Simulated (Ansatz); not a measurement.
The system is FeSe2.

```xyz
3
Lattice="0.0000 3.0738 3.0738 3.0738 0.0000 3.0738 3.0738 3.0738 0.0000" Properties=species:S:1:pos:R:3 pbc="T T T"
Fe    0.0000    0.0000    0.0000
Se    1.5369    1.5369    1.5369
Se    4.6108    4.6108    4.6108
```

The cell comes from a database or a generator and needn't be the stable form of this composition.

Base run:

| Quantity | Value |
| --- | --- |
| Program | Ansatz 0.2.0 |
| Functional | LDA |
| Potentials or basis | Ansatz PAW |
| Cutoff | 420 eV (not typed: the program's choice for these potentials) |
| k mesh | 5 × 5 × 5 |
| Occupations | gaussian, width 0.05 eV |
| Spin | no spin polarisation |
| Hubbard terms | Fe d U = 8 eV |

Its results: band gap on the k mesh 0.05 eV, indirect (least direct gap 0.76 eV); pressure -15.0 GPa.

Q: The run is repeated on the same cell with these changes: functional from LDA to r2SCAN; cutoff from 420 eV (not typed: the program's choice for these potentials) to 500 eV (not typed: the program's choice for these potentials); hubbard terms from Fe d U = 8 eV to Fe d U = 7 eV. What comes out?

A: Band gap on the k mesh 0.05 eV, indirect (least direct gap 0.79 eV); pressure -8.6 GPa.

Several settings changed at once, so the effect can't be laid on one alone.

Caveats: odd divisions of the mesh miss points on the zone boundary, where band edges often lie, so the gap on the mesh can be too wide; the PAW data sets come from PBE, with cores solved anew for the run's functional, which leaves a small shift of forces and pressure.

A k mesh can miss the band edges.
